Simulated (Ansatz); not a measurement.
# C2H5BOSi: a spread of methods, bases and states

The runs use Ansatz 0.2.0, Gaussian basis; the settings change from run to run.

## (1) The molecule

The geometry comes from an earlier relaxation with PBE0-D4/def2-TZVP; it is a stationary point, not always the lowest conformer.

SMILES `B/C=C1\O[SiH2]1`, 10 atoms, charge 0, spin multiplicity 1.

Atoms are counted from 1 here; the program's logs count them from 0.

Bond lengths: B1–C2 1.520 Å, B1–H6 1.196 Å, B1–H7 1.198 Å, C2–C3 1.341 Å, C2–H8 1.086 Å, C3–O4 1.370 Å, C3–Si5 1.788 Å, O4–Si5 1.704 Å, Si5–H9 1.476 Å, Si5–H10 1.476 Å. Angles: C2–B1–H6 120.3°, C2–B1–H7 120.2°, H6–B1–H7 119.4°, B1–C2–C3 122.7°, B1–C2–H8 122.7°, C3–C2–H8 114.7°, C2–C3–O4 131.3°, C2–C3–Si5 165.0°, O4–C3–Si5 63.7°, C3–O4–Si5 70.2°, C3–Si5–O4 46.1°, C3–Si5–H9 122.5°, C3–Si5–H10 122.5°, O4–Si5–H9 115.6°, O4–Si5–H10 115.6°, H9–Si5–H10 114.2°.

## (2) PBE-QIDH/def2-TZVP

Set apart from the defaults: a point charge of -1.00 e beside it, high accuracy, the search for lower states set to off.

Input file in.yaml:

```yaml
crystal:
  periodic: [false, false, false]
  atoms:
    - {symbol: B, position_ang: [-1.938265, 0.461390, 0.742264]}
    - {symbol: C, position_ang: [-0.937316, 0.405224, -0.400437]}
    - {symbol: C, position_ang: [0.315048, -0.047828, -0.244566]}
    - {symbol: O, position_ang: [0.970601, -0.531297, 0.856885]}
    - {symbol: Si, position_ang: [2.012564, -0.551182, -0.491360]}
    - {symbol: H, position_ang: [-1.626556, 0.093692, 1.836533]}
    - {symbol: H, position_ang: [-3.046347, 0.874663, 0.553689]}
    - {symbol: H, position_ang: [-1.179699, 0.728993, -1.408270]}
    - {symbol: H, position_ang: [3.136551, 0.403685, -0.444026]}
    - {symbol: H, position_ang: [2.376319, -1.888539, -0.997811]}
basis:
  gaussian: {orbitals: def2-TZVP, point_charges: [{charge: -1.00, position_ang: [7.934, 0.270, 0.528]}]}
hamiltonian: {xc: {name: PBE-QIDH}}
accuracy: high
scf: {lower_state_search: off}
```

Run with:

```sh
$ ansatz run in.yaml --threads 2 --pin off --events-out ev --progress --plain --max-ram 4352MiB
```

Q: Estimate wall time and peak memory on 2 threads of Arm Neoverse V2, shared host.

About 12 s, with a peak of 0.94 GiB.
